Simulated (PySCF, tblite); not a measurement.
# C₂H₆GeO: geometry, infrared bands, NMR shifts and spin-spin couplings

Aim: predict the infrared bands, NMR shifts and spin-spin couplings of C₂H₆GeO (`[CH3][GeH2][CH]=O`).

The runs use tblite 0.8.0 and PySCF 2.14.0, with density-fitted response routines of our own; the level of theory stands in each step. All values are computed, except where a source is named. Atoms are numbered from 0 throughout.

### Step 1. Starting geometry

10 atoms, charge 0, multiplicity 1; geometry from: force field or distance geometry start.

Bonds of the start (Å): C0–Ge1 1.93, Ge1–C2 1.95, C2–O3 1.21, C0–H4 1.10, C0–H5 1.09, C0–H6 1.14, Ge1–H7 1.54, Ge1–H8 1.53, C2–H9 1.08.

### Step 2. Optimising the geometry with GFN2-xTB

Job settings and geometry (Å):

```
{"job": {"kind": "relax", "xc": "GFN2-xTB", "basis": "xTB"}, "charge": 0, "multiplicity": 1}
C     -1.401100    -0.510900    -0.066000
Ge     0.083400     0.729000    -0.077600
C      1.753300    -0.232100     0.192400
O      2.595400     0.164600     0.960600
H     -1.255900    -1.223900    -0.884800
H     -1.369200    -1.100800     0.855400
H     -2.376100     0.062200    -0.188500
H     -0.108300     1.830300     0.986100
H      0.143500     1.425000    -1.439500
H      1.943900    -1.138800    -0.360500
```

Run with:

```console
$ OMP_NUM_THREADS=1 python probes_run.py task.json out
```

The driver reads the jobs from task.json and runs them one after another.

The log of the run:

```text
step      E/eV     max force
  0    -361.04997    1.548
  1    -361.12614    1.305
  2    -361.15538    0.953
  3    -361.17226    0.332
  4    -361.18150    0.332
  5    -361.18970    0.296
  6    -361.19405    0.288
  7    -361.19634    0.149
  8    -361.19741    0.112
  9    -361.19844    0.107
 10    -361.19926    0.089
 11    -361.19968    0.057
 12    -361.19987    0.031
 13    -361.20000    0.041
 14    -361.20014    0.047
 15    -361.20027    0.037
 16    -361.20037    0.031
 17    -361.20047    0.028
 18    -361.20057    0.041
 19    -361.20067    0.041
 20    -361.20076    0.025
 21    -361.20086    0.031
 22    -361.20101    0.046
 23    -361.20125    0.083
 24    -361.20164    0.110
 25    -361.20216    0.099
 26    -361.20265    0.052
 27    -361.20299    0.062
 28    -361.20325    0.067
 29    -361.20358    0.072
 30    -361.20395    0.067
 31    -361.20429    0.054
 32    -361.20456    0.056
 33    -361.20478    0.049
 34    -361.20500    0.089
 35    -361.20520    0.043
 36    -361.20544    0.066
 37    -361.20566    0.053
 38    -361.20588    0.040
 39    -361.20622    0.040
 40    -361.20676    0.083
 41    -361.20694    0.096
 42    -361.20715    0.121
 43    -361.20730    0.047
 44    -361.20738    0.019
 45    -361.20752    0.021
 46    -361.20760    0.028
 47    -361.20767    0.028
 48    -361.20773    0.021
 49    -361.20777    0.016
 50    -361.20781    0.016
 51    -361.20784    0.016
 52    -361.20787    0.024
 53    -361.20791    0.034
 54    -361.20797    0.047
 55    -361.20807    0.053
 56    -361.20819    0.032
 57    -361.20825    0.015
 58    -361.20827    0.012
 59    -361.20829    0.013
 60    -361.20831    0.013
 61    -361.20833    0.011
 62    -361.20834    0.009
```

Wall time 0.54 s (1 thread of Intel Xeon at 2.50GHz, shared host); peak memory 0.18 GiB.

Relaxation path: (not every step is listed)

```tsv
step	energy from step 0 (eV)	largest force (eV/Å)
0	0.0000	1.5479
1	-0.0762	1.3053
2	-0.1054	0.9533
3	-0.1223	0.3317
4	-0.1315	0.3319
5	-0.1397	0.2962
6	-0.1441	0.2884
7	-0.1464	0.1489
8	-0.1474	0.1122
12	-0.1499	0.0312
16	-0.1504	0.0312
20	-0.1508	0.0250
24	-0.1517	0.1098
28	-0.1533	0.0666
32	-0.1546	0.0562
36	-0.1555	0.0660
40	-0.1568	0.0829
44	-0.1574	0.0195
48	-0.1578	0.0209
52	-0.1579	0.0238
56	-0.1582	0.0323
57	-0.1583	0.0150
58	-0.1583	0.0121
59	-0.1583	0.0135
60	-0.1583	0.0132
61	-0.1584	0.0110
62	-0.1584	0.0089
```

Close pairs (by a distance rule), those that changed most:

```tsv
bond	before (Å)	after (Å)	change (Å)
Ge1–C2	1.946	1.999	+0.053
C0–H6	1.138	1.086	-0.051
Ge1–H7	1.543	1.500	-0.043
C0–Ge1	1.934	1.973	+0.038
C2–H9	1.079	1.112	+0.033
Ge1–H8	1.531	1.508	-0.023
C2–O3	1.207	1.198	-0.009
C0–H4	1.095	1.088	-0.008
```

The end geometry stands in the next job.

### Step 3. Harmonic vibrations with GFN2-xTB

Job settings and geometry (Å):

```
{"job": {"kind": "ir", "xc": "GFN2-xTB", "basis": "xTB"}, "charge": 0, "multiplicity": 1}
C     -1.421687    -0.519218    -0.038283
Ge     0.082403     0.755244    -0.103461
C      1.812884    -0.201458     0.188667
O      2.501185    -0.067373     1.160354
H     -1.289706    -1.304793    -0.778818
H     -1.487884    -0.981836     0.943291
H     -2.360001    -0.011022    -0.241793
H     -0.066402     1.839007     0.923389
H      0.116588     1.404998    -1.463632
H      2.121504    -0.908895    -0.612244
```

The log of the run:

```text
mode    cm-1     km/mol
  1      51.9      7.02
  2     121.7      2.20
  3     135.0      0.28
  4     248.0      9.40
  5     393.6     27.69
  6     507.6      3.77
  7     582.6    119.20
  8     585.0     10.92
  9     643.6     76.00
 10     777.1    124.25
 11     791.8    264.81
 12     824.2     73.07
 13     836.5     39.68
 14    1317.7      2.29
 15    1344.6     58.79
 16    1450.1      0.60
 17    1452.7      0.54
 18    1748.6    224.98
 19    1936.8    275.06
 20    2021.8    480.44
 21    2663.6    162.75
 22    3008.7     18.35
 23    3015.5     16.33
 24    3023.8     15.86
```

Run time: 0.39 s. Hardware: 1 thread of Intel Xeon at 2.50GHz, shared host; peak memory 0.18 GiB.

The strongest bands and the atoms that carry them (share of the mass-weighted mode):

```tsv
cm⁻¹	km/mol	atoms
583	119.2	H8 31 %, C0 17 %, Ge1 12 %, H7 12 %
644	76.0	H7 49 %, C2 32 %
777	124.2	H9 38 %, C2 27 %, H8 12 %, H7 11 %
792	264.8	H6 28 %, H8 19 %, H7 18 %, H4 13 %
1749	225.0	C2 56 %, O3 43 %
1937	275.1	H8 79 %, H7 19 %
2022	480.4	H7 79 %, H8 19 %
2664	162.8	H9 94 %
```

### Step 4. NMR shieldings: PBE0/pcSseg-1

The job, as its differences from that of step 3:

```diff
@@ -1,2 +1,2 @@
-{"job": {"kind": "ir", "xc": "GFN2-xTB", "basis": "xTB"}, "charge": 0, "multiplicity": 1}
+{"job": {"kind": "nmr", "xc": "PBE0", "basis": "pcSseg-1"}, "charge": 0, "multiplicity": 1}
 C     -1.421687    -0.519218    -0.038283
```

With the program's defaults for keys left out, this is: GIAO PBE0/pcSseg-1 NMR shielding, non-relativistic, gas phase.

The log of the run:

```text
coarse grid: 37792 points
cycle   1  E = -2231.1888808079  dE = -3.688e-01  |g| = 1.116e+00  |ddm| = 2.844e+00
cycle   2  E = -2230.7275494260  dE =  4.613e-01  |g| = 1.861e+00  |ddm| = 1.902e+00
cycle   3  E = -2231.3162161682  dE = -5.887e-01  |g| = 3.823e-01  |ddm| = 1.581e+00
cycle   4  E = -2231.3411080689  dE = -2.489e-02  |g| = 8.880e-02  |ddm| = 2.320e-01
cycle   5  E = -2231.3421440746  dE = -1.036e-03  |g| = 1.461e-02  |ddm| = 6.516e-02
cycle   6  E = -2231.3421927763  dE = -4.870e-05  |g| = 4.111e-03  |ddm| = 1.695e-02
cycle   7  E = -2231.3421964119  dE = -3.636e-06  |g| = 1.346e-03  |ddm| = 4.097e-03
final grid: 78896 points
cycle   8  E = -2231.3421990641  dE =  5.936e-07  |g| = 2.279e-03  |ddm| = 2.458e-03
cycle   9  E = -2231.3421964271  dE =  2.637e-06  |g| = 4.411e-03  |ddm| = 3.501e-03
cycle  10  E = -2231.3422000195  dE = -3.592e-06  |g| = 4.302e-04  |ddm| = 2.379e-03
cycle  11  E = -2231.3422000537  dE = -3.427e-08  |g| = 1.854e-05  |ddm| = 3.176e-04
cycle  12  E = -2231.3422000538  dE = -7.958e-11  |g| = 7.367e-06  |ddm| = 2.826e-05
converged SCF energy = -2231.3422000538

GIAO shielding tensors (ppm)
atom      isotropic    diamagn.    paramagn.     s11        s22        s33       span
  0 C      194.928     251.179     -56.250    191.940    193.856    198.990      7.050
  1 Ge    1514.888    2755.847   -1240.959   1449.851   1535.934   1558.880    109.029
  2 C      -52.665     251.773    -304.438   -168.808    -78.482     89.296    258.104
  3 O     -591.972     398.542    -990.514  -1620.521   -539.612    384.218   2004.738
  4 H       31.005      30.295       0.710     25.793     28.081     39.141     13.347
  5 H       31.275      30.212       1.063     25.980     28.324     39.521     13.541
  6 H       31.298      29.306       1.992     26.389     27.962     39.542     13.153
  7 H       27.906      29.247      -1.341     21.952     22.715     39.052     17.101
  8 H       27.357      29.091      -1.735     21.558     22.467     38.045     16.488
  9 H       19.264      28.393      -9.129     12.635     19.257     25.900     13.265
```

Wall time 34 s (1 thread of Intel Xeon at 2.50GHz, shared host); peak memory 0.57 GiB.

The references, computed at this level on geometries of the same kind, shield at (ppm): 1H TMS 31.72, 13C TMS 186.9, 17O H2O 336.1, 73Ge GeMe4 1331. Their shielding less the atom's gives the shift. The references are single molecules in the gas phase, so shifts against H2O, NH3, PH3, H3PO4 or CFCl3 are not on the usual liquid scales and can be off by tens of ppm. Atoms listed in one row are averaged.

```tsv
atoms	environment	σ (ppm)	δ (ppm)
C2	carbonyl carbon	-52.7	239.6
C0	methyl carbon bonded to Ge	194.9	-8.0
H9	hydrogen on a carbonyl carbon	19.26	12.45
H7, H8	hydrogen on a germanium bonded to 2 C	27.63	4.09
H4, H5, H6	hydrogen on a methyl carbon bonded to Ge	31.19	0.52
Ge1	germanium bonded to 2 C, 2 H	1515	-184
O3	carbonyl oxygen	-592.0	928.1
```

Charges from the same density, by scheme (e):

```tsv
atoms	Mulliken	IAO	Hirshfeld	ESP fit
C0	-0.56	-0.67	-0.20	-0.45
Ge1	0.37	0.59	0.34	0.44
C2	-0.01	0.04	0.05	0.28
O3	-0.32	-0.35	-0.21	-0.40
```

Mayer bond orders: C0–Ge1 1.00, Ge1–C2 0.83, C2–O3 1.97.

The fields below are evaluated on a grid from the run's orbitals.

Frontier orbitals at PBE0/pcSseg-1, with the share of their density that lies nearest to each atom:

```tsv
orbital	energy (eV)	lies on
HOMO	-6.87	O3 51 %; H9 15 %; C2 13 %
LUMO	-1.34	C2 43 %; O3 32 %; H9 9 %
```

ELF in a plane through or near 4 of the atoms.

Values, 10 rows by 14 columns:
```
0.00 0.00 0.00 0.00 0.00 0.00 0.00 0.00 0.00 0.00 0.00 0.00 0.00 0.00
0.00 0.00 0.00 0.00 0.00 0.00 0.00 0.00 0.00 0.00 0.00 0.00 0.00 0.00
0.00 0.00 0.00 0.00 0.01 0.01 0.00 0.00 0.02 0.04 0.01 0.00 0.00 0.00
0.00 0.00 0.01 0.03 0.20 0.26 0.02 0.04 0.34 0.50 0.11 0.02 0.00 0.00
0.00 0.00 0.40 0.42 0.38 0.42 0.31 0.33 0.54 0.26 0.46 0.16 0.00 0.00
0.00 0.00 0.27 0.53 0.62 0.88 0.27 0.27 0.87 0.82 1.00 0.96 0.02 0.00
0.00 0.00 0.02 0.08 0.08 0.27 0.30 0.31 0.29 0.15 0.82 0.34 0.00 0.00
0.00 0.00 0.00 0.00 0.01 0.14 0.72 0.65 0.16 0.01 0.00 0.00 0.00 0.00
0.00 0.00 0.00 0.00 0.00 0.02 0.15 0.13 0.03 0.00 0.00 0.00 0.00 0.00
0.00 0.00 0.00 0.00 0.00 0.00 0.00 0.00 0.00 0.00 0.00 0.00 0.00 0.00
```
The map spans 10.4 Å across and 8.8 Å up, centred on the molecule. Atoms in the plane (x, y in Å): C0 (1.5, 0.4), Ge1 (-0.1, -0.7), C2 (-1.8, 0.4), H6 (2.4, -0.2).

log10 of the density (e/Å³) in the same plane.

Ten even steps from '0' (-4.0) to '9' (2.1):
```
0000000000000000000000000000
0000000000000000000000000000
0000000000000000000000000000
0000000011000000111100000000
0000012222221112222221000000
0000123333332223344332110000
0001334444443334455433210000
0012345566544445566544321000
0013456666655455677654321000
0023456678765556698665432000
0013445566667876666665432000
0002344455568986555555331000
0001233344557876544443321000
0000112234456665443322110000
0000001123445554432211000000
0000000122344444322100000000
0000000011223332211000000000
0000000001112222110000000000
0000000000001110000000000000
0000000000000000000000000000
```
The map spans 10.4 Å across and 8.8 Å up, centred on the molecule. Atoms in the plane (x, y in Å): C0 (1.5, 0.4), Ge1 (-0.1, -0.7), C2 (-1.8, 0.4), H6 (2.4, -0.2).

On the surface of density 0.002 e/bohr³ the electrostatic potential runs, from the 1st to the 99th percentile, from -1.48 V near O3 to 1.38 V near H9.

### Step 5. Indirect couplings: B3LYP/pcSseg-1+pcJ-1

The job, as its differences from that of step 4:

```diff
@@ -1,2 +1,2 @@
-{"job": {"kind": "nmr", "xc": "PBE0", "basis": "pcSseg-1"}, "charge": 0, "multiplicity": 1}
+{"job": {"kind": "j", "xc": "B3LYP", "basis": "pcJ-1"}, "charge": 0, "multiplicity": 1}
 C     -1.421687    -0.519218    -0.038283
```

Level: B3LYP/pcJ-1 Ge:pcSseg-1 indirect spin-spin coupling, non-relativistic, gas phase.

The log of the run:

```text
coarse grid: 37792 points
cycle   1  E = -2231.6902295020  dE = -3.700e-01  |g| = 1.208e+00  |ddm| = 2.645e+00
cycle   2  E = -2231.0498721728  dE =  6.404e-01  |g| = 2.142e+00  |ddm| = 2.318e+00
cycle   3  E = -2231.8278531234  dE = -7.780e-01  |g| = 4.747e-01  |ddm| = 2.002e+00
cycle   4  E = -2231.8657096554  dE = -3.786e-02  |g| = 1.089e-01  |ddm| = 2.873e-01
cycle   5  E = -2231.8673064484  dE = -1.597e-03  |g| = 2.265e-02  |ddm| = 8.481e-02
cycle   6  E = -2231.8674315772  dE = -1.251e-04  |g| = 6.980e-03  |ddm| = 2.519e-02
cycle   7  E = -2231.8674417985  dE = -1.022e-05  |g| = 1.943e-03  |ddm| = 6.153e-03
cycle   8  E = -2231.8674425618  dE = -7.633e-07  |g| = 3.703e-04  |ddm| = 1.813e-03
final grid: 78896 points
cycle   9  E = -2231.8674249193  dE =  3.925e-08  |g| = 7.288e-04  |ddm| = 1.418e-03
cycle  10  E = -2231.8674245592  dE =  3.601e-07  |g| = 1.606e-03  |ddm| = 1.489e-03
cycle  11  E = -2231.8674250160  dE = -4.568e-07  |g| = 1.075e-04  |ddm| = 9.588e-04
cycle  12  E = -2231.8674250185  dE = -2.537e-09  |g| = 1.511e-05  |ddm| = 9.285e-05
cycle  13  E = -2231.8674250185  dE = -2.638e-11  |g| = 2.020e-06  |ddm| = 1.167e-05
converged SCF energy = -2231.8674250185

Indirect spin-spin couplings (Hz)
  i      j    bonds     total        FC       PSO       DSO        SD
  0 C    2 C    2      3.443     3.638    -0.142    -0.053         -
  0 C    3 O    3     -0.496    -0.645     0.099     0.049         -
  0 C    4 H    1    135.908   133.453     1.551     0.904         -
  0 C    5 H    1    137.138   134.732     1.505     0.901         -
  0 C    6 H    1    138.806   136.411     1.501     0.894         -
  0 C    7 H    2      6.990     7.538     0.147    -0.695         -
  0 C    8 H    2      5.284     5.765     0.136    -0.616         -
  0 C    9 H    3     -0.251    -0.163     0.053    -0.142         -
  2 C    3 O    1     42.008    15.525    26.552    -0.069         -
  2 C    4 H    3      0.141     0.238    -0.127     0.031         -
  2 C    5 H    3     -0.120    -0.092    -0.008    -0.020         -
  2 C    6 H    3      8.352     8.651     0.255    -0.554         -
  2 C    7 H    2      6.327     6.882    -0.017    -0.538         -
  2 C    8 H    2     11.707    12.225    -0.074    -0.444         -
  2 C    9 H    1    164.889   165.082    -1.439     1.246         -
  3 O    4 H    4      0.322     0.104     0.057     0.161         -
  3 O    6 H    4     -0.185    -0.252    -0.181     0.248         -
  3 O    7 H    3     -0.491    -0.527    -0.006     0.042         -
  3 O    8 H    3     -2.153    -2.623     0.107     0.362         -
  3 O    9 H    2     -0.567    -5.197     4.285     0.345         -
  4 H    5 H    2    -13.445   -14.454     3.040    -2.031         -
  4 H    6 H    2    -13.680   -14.685     3.075    -2.070         -
  4 H    7 H    3      9.604    12.008     1.707    -4.110         -
  4 H    8 H    3      0.217     0.767     0.356    -0.905         -
  5 H    6 H    2    -13.505   -14.505     3.075    -2.075         -
  5 H    7 H    3      0.059     0.708     0.355    -1.004         -
  5 H    8 H    3      9.930    12.218     1.705    -3.993         -
  6 H    7 H    3     -0.477     0.207     0.396    -1.079         -
  6 H    8 H    3      1.000     1.492     0.312    -0.805         -
  6 H    9 H    4      0.294     0.882     1.032    -1.619         -
  7 H    8 H    2      9.266    12.562     1.115    -4.411         -
  7 H    9 H    3      8.303    10.369     1.639    -3.705         -
  8 H    9 H    3     -1.529    -1.201     0.254    -0.581         -
```

It took 38 s on 1 thread of Intel Xeon at 2.50GHz, shared host; peak memory 0.79 GiB.

A choice of the couplings up to four bonds, sorted by the number of bonds, with means over like pairs; isotopes 13C, 1H, 17O:

```tsv
pair	bonds	J (Hz)	Fermi contact (Hz)
C2–H9	1	164.9	165.1
C0–H4	1	137.3	134.9
C2–O3	1	42.0	15.5
H4–H5	2	-13.5	-14.5
H7–H8	2	9.3	12.6
C2–H7	2	9.0	9.6
C0–H7	2	6.1	6.7
C0–C2	2	3.4	3.6
H4–H7	3	3.4	4.6
H7–H9	3	3.4	4.6
C2–H4	3	2.8	2.9
O3–H7	3	-1.3	-1.6
```

The spin-dipole term was not solved, so all couplings lack that part.

The response was solved for the nuclei of C, H alone, so couplings that need other nuclei can be missing.

Quadrupole couplings from the field gradients of the same density:

```tsv
atom	isotope	eQq/h (MHz)	η
Ge1	73Ge	-16.3	0.81
O3	17O	12.8	0.69
```

Shifts (PBE0/pcSseg-1, unscaled) and these couplings together give the proton spectrum at 400 MHz below.

1H NMR δ 12.45 (t, J = 3.4 Hz, 1H), 4.09 (quint, J = 3.4 Hz, 2H), 0.52 (t, J = 3.4 Hz, 3H). The letters are first-order; like nuclei with unlike couplings give more lines.

### Step 6. Results

```
                                                              quantity                    value
                             strongest single infrared mode (GFN2-xTB)    2022 cm⁻¹, 480 km/mol
                                          zero-point energy (GFN2-xTB)            42.1 kcal/mol
                                13C shifts against TMS (PBE0/pcSseg-1)          239.6, -8.0 ppm
1H shifts against TMS (PBE0/pcSseg-1, means over atoms taken as alike)    12.45, 4.09, 0.52 ppm
                             73Ge shifts against GeMe4 (PBE0/pcSseg-1)                 -184 ppm
                                17O shifts against H2O (PBE0/pcSseg-1)                928.1 ppm
                                 surface potential, 1st and 99th percentile       -1.48 V and 1.38 V
                  largest coupling of the table (B3LYP/pcSseg-1+pcJ-1)  1J(C,H) C2–H9, 164.9 Hz
```

What this shows: Relaxing lowered the energy by 0.158 eV in 62 steps; the close pair that moved most is Ge1–C2, from 1.946 to 1.999 Å. All 24 modes are real, so the xTB geometry is a minimum. The strongest single mode, at 2022 cm⁻¹, moves mainly H7. GFN2-xTB is a fitted tight-binding method: band positions and strengths are rough. Its intensities can rank the bands wrongly. At PBE0/pcSseg-1: The widest tensor belongs to O3: span 2005 ppm, with a paramagnetic part of -991 ppm. By nearest atom (PBE0/pcSseg-1), the HOMO sits on O3 51 %; H9 15 % and the LUMO on C2 43 %; O3 32 %. In the run at B3LYP/pcSseg-1+pcJ-1, the largest coupling of the table is C2–H9, 164.9 Hz, of which the Fermi-contact term gives 165.1 Hz. Couplings across rotatable bonds belong to this one conformer; where others are populated, the observed values are averages. Spin-orbit coupling is left out, which matters for shieldings and couplings at and beside the heavy atoms.
